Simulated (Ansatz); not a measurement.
# C3H11GeN: one species, many methods

An exercise on one series of results from a longer session: the logs are not shown, and one member is left open.

Program: Ansatz 0.2.0, Gaussian basis. Level of theory: functionals in def2-TZVPP, the program's frozen cores in correlated methods. These are calculated values, not measurements.

Plan: LDA (SPW92), PBE-D4, revPBE-D4, BLYP-D4, r2SCAN-D4, B97M-V, PBE0-D4, B3LYP-D4, r2SCANh-D4, r2SCAN0-D4, HSE06-D4, BHLYP-D4, CAM-B3LYP-D4, LC-ωPBE, ωB97X-V, ωB97M-V, B2PLYP, PBE-QIDH; CCSD(T)/def2-SVP; MP2/def2-TZVPP; MP2/def2-QZVPP; RPA on PBE.

### The relaxed structure

All runs share one geometry, relaxed beforehand with PBE0-D4 in a triple-zeta def2 set.

SMILES `CC[N](C)[GeH3]`, 16 atoms, charge 0, spin multiplicity 1.

Atoms are counted from 1 here; the program's logs count them from 0.

Bond lengths: C1–C2 1.514 Å, C1–H6 1.092 Å, C1–H7 1.094 Å, C1–H8 1.092 Å, C2–N3 1.449 Å, C2–H9 1.106 Å, C2–H10 1.099 Å, N3–C4 1.446 Å, N3–Ge5 1.846 Å, C4–H11 1.092 Å, C4–H12 1.097 Å, C4–H13 1.103 Å, Ge5–H14 1.551 Å, Ge5–H15 1.536 Å, Ge5–H16 1.535 Å. Angles: C2–C1–H6 110.1°, C2–C1–H7 112.1°, C2–C1–H8 110.8°, H6–C1–H7 107.2°, H6–C1–H8 108.5°, H7–C1–H8 108.1°, C1–C2–N3 113.6°, C1–C2–H9 109.3°, C1–C2–H10 108.9°, N3–C2–H9 111.5°, N3–C2–H10 107.4°, H9–C2–H10 105.8°, C2–N3–C4 111.4°, C2–N3–Ge5 118.6°, C4–N3–Ge5 115.2°, N3–C4–H11 110.7°, N3–C4–H12 109.7°, N3–C4–H13 113.6° and more.

The first run:

The input, in.yaml:

```yaml
crystal:
  periodic: [false, false, false]
  atoms:
    - {symbol: C, position_ang: [0.483510, 1.137348, -1.568630]}
    - {symbol: C, position_ang: [0.511814, -0.238352, -0.937198]}
    - {symbol: N, position_ang: [-0.423552, -0.393942, 0.158632]}
    - {symbol: C, position_ang: [-0.455095, -1.758554, 0.635647]}
    - {symbol: Ge, position_ang: [-0.466658, 0.900252, 1.474660]}
    - {symbol: H, position_ang: [1.125576, 1.157497, -2.451541]}
    - {symbol: H, position_ang: [0.847719, 1.910858, -0.886765]}
    - {symbol: H, position_ang: [-0.531077, 1.403864, -1.872769]}
    - {symbol: H, position_ang: [1.545560, -0.476860, -0.625135]}
    - {symbol: H, position_ang: [0.250429, -0.984846, -1.699789]}
    - {symbol: H, position_ang: [-1.190545, -1.870850, 1.435002]}
    - {symbol: H, position_ang: [-0.749025, -2.429466, -0.180739]}
    - {symbol: H, position_ang: [0.517178, -2.115884, 1.016040]}
    - {symbol: H, position_ang: [0.928415, 1.151368, 2.103243]}
    - {symbol: H, position_ang: [-1.424808, 0.364394, 2.548993]}
    - {symbol: H, position_ang: [-0.992539, 2.220672, 0.894646]}
basis:
  gaussian: {orbitals: def2-TZVPP}
hamiltonian: {xc: lda}
output: {orbitals: {seedname: orbitals}}
```

On the command line:

```
$ ansatz run in.yaml --threads 4 --pin off --events-out ev --progress --plain --max-ram 11315MiB
```

Steps of the session up to this table: LDA; PBE-D4 (GGA); revPBE-D4 (GGA); BLYP-D4 (GGA); r2SCAN-D4 (meta-GGA); B97M-V (meta-GGA); PBE0-D4 (hybrid); B3LYP-D4 (hybrid); r2SCANh-D4 (hybrid); r2SCAN0-D4 (hybrid); HSE06-D4 (hybrid); BHLYP-D4 (hybrid); CAM-B3LYP-D4 (range-separated); LC-ωPBE (range-separated); ωB97X-V (range-separated); ωB97M-V (range-separated); B2PLYP (double hybrid); PBE-QIDH (double hybrid).

One of the session's tables, all rows but one given; the rest of the session is left out.

It belongs to the step «Orbital energies across the functionals». 

| functional | HOMO (eV) | LUMO (eV) | gap (eV) |
| --- | --- | --- | --- |
| LDA (SPW92) | -4.99 | -0.32 | 4.67 |
| PBE-D4 | -4.91 | -0.04 | 4.87 |
| revPBE-D4 | -4.87 | 0.10 | 4.96 |
| BLYP-D4 | -4.81 | 0.03 | 4.84 |
| r2SCAN-D4 | -5.14 | 0.37 | 5.51 |
| B97M-V | -5.34 | 0.07 | 5.41 |
| PBE0-D4 | ? | ? | ? |
| B3LYP-D4 | -6.01 | 0.51 | 6.52 |
| r2SCANh-D4 | -5.63 | 0.65 | 6.28 |
| r2SCAN0-D4 | -6.38 | 1.04 | 7.43 |
| HSE06-D4 | -5.81 | 0.41 | 6.22 |
| BHLYP-D4 | -7.48 | 1.52 | 9.00 |
| CAM-B3LYP-D4 | -7.58 | 1.66 | 9.23 |
| LC-ωPBE | -8.88 | 2.90 | 11.78 |
| ωB97X-V | -8.59 | 2.70 | 11.28 |
| ωB97M-V | -8.51 | 2.37 | 10.88 |

Estimate the missing values for PBE0-D4.

As computed: HOMO (eV): -6.21; LUMO (eV): 0.78; gap (eV): 7.00. In the column «HOMO (eV)» it lies between r2SCAN0-D4 (-6.38) and B3LYP-D4 (-6.01).
